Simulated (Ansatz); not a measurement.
# In3BSe3: the cost of one run

Computed with Ansatz 0.2.0 (DFT PBE, scalar-relativistic, plane waves, PAW, unless a step's input says otherwise).

## 1. The structure to begin with

The structure is cubic, space group Pm-3m (No. 221). The conventional cell has a = 4.687 Å, b = 4.687 Å, c = 4.687 Å, α = 90.00°, β = 90.00°, γ = 90.00°. Around In (site symmetry 4/mmm) lie 2 B at 2.34 Å and 4 Se at 2.34 Å. B (site symmetry m-3m) is surrounded by 6 In at 2.34 Å. Se (site symmetry 4/mmm) has 4 In at 2.34 Å as nearest neighbours.

Structure file:

```cif
data_structure
_symmetry_space_group_name_H-M 'Pm-3m'
_symmetry_Int_Tables_number 221
_cell_length_a 4.6873
_cell_length_b 4.6873
_cell_length_c 4.6873
_cell_angle_alpha 90.000
_cell_angle_beta 90.000
_cell_angle_gamma 90.000
_cell_volume 102.98
loop_
_atom_site_label
_atom_site_type_symbol
_atom_site_symmetry_multiplicity
_atom_site_Wyckoff_symbol
_atom_site_fract_x
_atom_site_fract_y
_atom_site_fract_z
_atom_site_occupancy
In1 In 3 d 0.50000 0.00000 0.00000 1
B1 B 1 a 0.00000 0.00000 0.00000 1
Se1 Se 3 c 0.00000 0.50000 0.50000 1
```

Recipe of the guess: random cell by space group and Wyckoff sites (Pm-3m, No. 221). Lengths come from tabulated atomic sizes and are only a guess.

## 2. The guess as it stands, on a coarse mesh

input.yaml

```yaml
crystal:
  lattice:
    - [4.68730553, 0.0, 0.0]
    - [0.0, 4.68730553, 0.0]
    - [0.0, 0.0, 4.68730553]
  atoms:
    - { symbol: In, position: [0.5, 0.0, 0.0] }
    - { symbol: In, position: [0.0, 0.5, 0.0] }
    - { symbol: In, position: [0.0, 0.0, 0.5] }
    - { symbol: B, position: [0.0, 0.0, 0.0] }
    - { symbol: Se, position: [0.0, 0.5, 0.5] }
    - { symbol: Se, position: [0.5, 0.0, 0.5] }
    - { symbol: Se, position: [0.5, 0.5, 0.0] }
basis:
  ecutwfc: 420
kpoints:
  mp_grid: { grid: [4, 4, 4] }
hamiltonian:
  xc: pbe
scf:
  occupations: { method: gaussian, width: 0.1 }
  lower_state_search: "off"
output:
  forces: true
  stress: true
  eigenvalues: true
```

Started as:

```bash
$ ansatz run input.yaml --threads 1 --pin off --max-ram 2048MiB --backend cpu --events-out ev --progress --plain --runs-dir out
```

What time and memory should one allow on 1 thread of Arm Neoverse V1, shared host?

About 4.1 s, with a peak of 0.37 GiB.
